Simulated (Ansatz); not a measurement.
# GeF₄ + H₂: a complex and its separated parts

The complex below is one end of an elementary step. How strongly is it bound against its free parts?

The runs use Ansatz 0.2.0, Gaussian basis; PBE0-D4/def2-TZVP structures, single points in def2-TZVPP, no counterpoise correction.

Levels: SPW92, PBE-D4, BLYP-D4, r2SCAN-D4, B97M-V, PBE0-D4, B3LYP-D4, r2SCAN0-D4, BHLYP-D4, CAM-B3LYP-D4, wB97X-V, wB97M-V, B2PLYP, PBE-QIDH, RPA on PBE, Hartree-Fock, MP2, CCSD, CCSD(T).

Correlated methods freeze the cores. Filled d shells of the heavier atoms are correlated. B3LYP uses VWN-RPA correlation. B2PLYP carries no dispersion term here.

94 further runs of the same task are left out: 94 set aside as unsound or not needed.

## 1. The system as given

The complex: 7 atoms, charge 0, spin multiplicity 1.

Atoms are counted from 1 here; the program's logs count them from 0.

Bond lengths: Ge1–F2 1.692 Å, Ge1–F3 1.692 Å, Ge1–F4 1.692 Å, Ge1–F5 1.692 Å, H6–H7 0.746 Å. Angles: F2–Ge1–F3 109.9°, F2–Ge1–F4 109.4°, F2–Ge1–F5 109.4°, F3–Ge1–F4 109.4°, F3–Ge1–F5 109.4°, F4–Ge1–F5 109.5°.

Geometry (Å):

```
Ge   -0.1586    1.0250    0.3347
F     0.9067   -0.0800    1.0459
F    -0.9298    0.3092   -0.9897
F    -1.3187    1.4971    1.4717
F     0.7064    2.3822   -0.1861
H     0.6439   -2.6135   -0.5623
H     0.1502   -2.5201   -1.1142
```

Its parts: GeF₄ holds atoms 1, 2, 3, 4, 5; H₂ holds atoms 6, 7. Each part counts its atoms afresh in its own runs.

## 2. Relaxing GeF₄ alone

Contents of relax-a/in.yaml:

```yaml
crystal:
  periodic: [false, false, false]
  atoms:
    - {symbol: Ge, position_ang: [-0.158595, 1.024951, 0.334676]}
    - {symbol: F, position_ang: [0.906653, -0.079958, 1.045862]}
    - {symbol: F, position_ang: [-0.929847, 0.309167, -0.989713]}
    - {symbol: F, position_ang: [-1.318669, 1.497056, 1.471727]}
    - {symbol: F, position_ang: [0.706394, 2.382222, -0.186056]}
basis:
  gaussian: {orbitals: def2-TZVP}
hamiltonian: {xc: pbe0, dispersion: d4}
relax: {f_tol: 0.005, max_steps: 200}
```

Started as:

```bash
> ansatz run in.yaml --threads 4 --pin off --events-out ev --progress --plain --max-ram 9574MiB
```

The runs that follow: Relaxing H₂ alone; SPW92/def2-TZVPP; PBE-D4/def2-TZVPP; BLYP-D4/def2-TZVPP; r2SCAN-D4/def2-TZVPP; B97M-V/def2-TZVPP; PBE0-D4/def2-TZVPP; B3LYP-D4/def2-TZVPP; r2SCAN0-D4/def2-TZVPP; BHLYP-D4/def2-TZVPP; CAM-B3LYP-D4/def2-TZVPP; wB97X-V/def2-TZVPP; wB97M-V/def2-TZVPP; B2PLYP/def2-TZVPP; PBE-QIDH/def2-TZVPP; RPA on PBE/def2-TZVPP; CCSD(T)/def2-TZVPP; Vibrations of GeF₄; Vibrations of H₂.

**Question.** What will these runs give? Wanted: complex less parts, CCSD(T)/def2-TZVPP; with zero-point energy; largest T1 diagnostic.

**Answer**, as computed:

```
                              quantity         value
complex less parts, CCSD(T)/def2-TZVPP  -1.50 kJ/mol
                with zero-point energy  +1.18 kJ/mol
                 largest T1 diagnostic         0.012
```

What this shows: At CCSD(T) the complex lies 1.50 kJ/mol below its parts. Among the functionals BLYP-D4 lands nearest to CCSD(T) (-0.07 kJ/mol) and SPW92 farthest (-2.47 kJ/mol). By rung, the mean size of the error is: LDA 2.47, GGA 0.74, meta-GGA 0.24, hybrid 0.59, range-separated hybrid 0.72, double hybrid 0.67 kJ/mol. PBE-D4 gives a relative energy 1.41 kJ/mol too low, an error of 94 % of the reference. The complex's frequency run has imaginary modes: the structure is no minimum, so both the energy and the zero-point correction are in doubt. No counterpoise was applied, and triple zeta lacks some correlation, so the CCSD(T) reference has a basis error of its own, and close matches with it are partly luck.
